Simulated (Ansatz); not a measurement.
**ClH₂O₃Si radical: up Jacob's ladder to CCSD(T)**

One table from this session's results is given with a row withheld; the runs are named, their logs left out.

Computed with Ansatz 0.2.0, Gaussian basis. Level: functionals in def2-TZVPP, the program's frozen cores in correlated methods.

The runs, in order: LDA (SPW92), PBE-D4, revPBE-D4, BLYP-D4, r2SCAN-D4, B97M-V, PBE0-D4, B3LYP-D4, r2SCANh-D4, r2SCAN0-D4, HSE06-D4, BHLYP-D4, CAM-B3LYP-D4, LC-ωPBE, ωB97X-V, ωB97M-V, B2PLYP, PBE-QIDH; CCSD(T)/def2-SVP; CCSD(T)/def2-TZVPP; MP2/def2-QZVPP; extrapolation to the limit; RPA on PBE.

### The relaxed structure

An earlier PBE0-D4 in a triple-zeta def2 set relaxation fixed the geometry.

SMILES `[O][Si](O)(O)Cl`, 7 atoms, charge 0, spin multiplicity 2.

Atoms are counted from 1 here; the program's logs count them from 0.

Bond lengths: O1–Si2 1.646 Å, Si2–O3 1.615 Å, Si2–O4 1.623 Å, Si2–Cl5 2.039 Å, O3–H6 0.959 Å, O4–H7 0.959 Å. Angles: O1–Si2–O3 111.7°, O1–Si2–O4 115.2°, O1–Si2–Cl5 97.6°, O3–Si2–O4 106.8°, O3–Si2–Cl5 113.3°, O4–Si2–Cl5 112.3°, Si2–O3–H6 117.4°, Si2–O4–H7 118.3°.

Set-up of the first run:

The input, in.yaml:

```yaml
crystal:
  periodic: [false, false, false]
  atoms:
    - {symbol: O, position_ang: [-1.682761, -0.873602, 0.199390]}
    - {symbol: Si, position_ang: [-0.281369, -0.012546, 0.133264]}
    - {symbol: O, position_ang: [0.645316, -0.278773, 1.428286]}
    - {symbol: O, position_ang: [0.642889, -0.295597, -1.170583]}
    - {symbol: Cl, position_ang: [-1.110547, 1.850537, 0.103567]}
    - {symbol: H, position_ang: [1.595533, -0.276924, 1.299090]}
    - {symbol: H, position_ang: [0.252140, -0.181195, -2.038712]}
basis:
  gaussian: {orbitals: def2-TZVPP}
magnetization: {spin_polarized: true, initial_magnetization: 1}
hamiltonian: {xc: lda}
output: {orbitals: {seedname: orbitals}}
```

Command:

```console
ansatz run in.yaml --threads 2 --pin off --events-out ev --progress --plain --max-ram 22528MiB --backend cpu
```

Among the steps run: LDA; PBE-D4 (GGA); revPBE-D4 (GGA); BLYP-D4 (GGA); r2SCAN-D4 (meta-GGA); B97M-V (meta-GGA); B3LYP-D4 (hybrid); r2SCANh-D4 (hybrid); r2SCAN0-D4 (hybrid); HSE06-D4 (hybrid); BHLYP-D4 (hybrid); CAM-B3LYP-D4 (range-separated); LC-ωPBE (range-separated); ωB97X-V (range-separated); ωB97M-V (range-separated); B2PLYP (double hybrid); PBE-QIDH (double hybrid).

One of the session's tables, all rows but one given; the rest of the session is left out.

It belongs to the step «Orbital energies across the functionals». 

| functional | HOMO (eV) | LUMO (eV) | gap (eV) |
| --- | --- | --- | --- |
| LDA (SPW92) | -7.37 | -7.01 | 0.36 |
| PBE-D4 | -7.33 | -6.49 | 0.84 |
| revPBE-D4 | -7.28 | -6.34 | 0.93 |
| BLYP-D4 | -7.22 | -6.41 | 0.81 |
| r2SCAN-D4 | -7.87 | -5.94 | 1.94 |
| B97M-V | ? | ? | ? |
| PBE0-D4 | -9.22 | -4.93 | 4.29 |
| B3LYP-D4 | -8.92 | -5.44 | 3.48 |
| r2SCANh-D4 | -8.55 | -5.35 | 3.20 |
| r2SCAN0-D4 | -9.51 | -4.44 | 5.07 |
| HSE06-D4 | -8.81 | -5.33 | 3.48 |
| BHLYP-D4 | -10.73 | -3.22 | 7.51 |
| CAM-B3LYP-D4 | -10.70 | -3.86 | 6.84 |
| LC-ωPBE | -12.13 | -2.44 | 9.69 |
| ωB97X-V | -11.73 | -2.74 | 9.00 |
| ωB97M-V | -11.60 | -2.74 | 8.86 |

Q: Estimate the row for B97M-V from the others.

The run gave: HOMO (eV): -7.99; LUMO (eV): -5.86; gap (eV): 2.13. In the column «HOMO (eV)» it lies between r2SCANh-D4 (-8.55) and r2SCAN-D4 (-7.87).
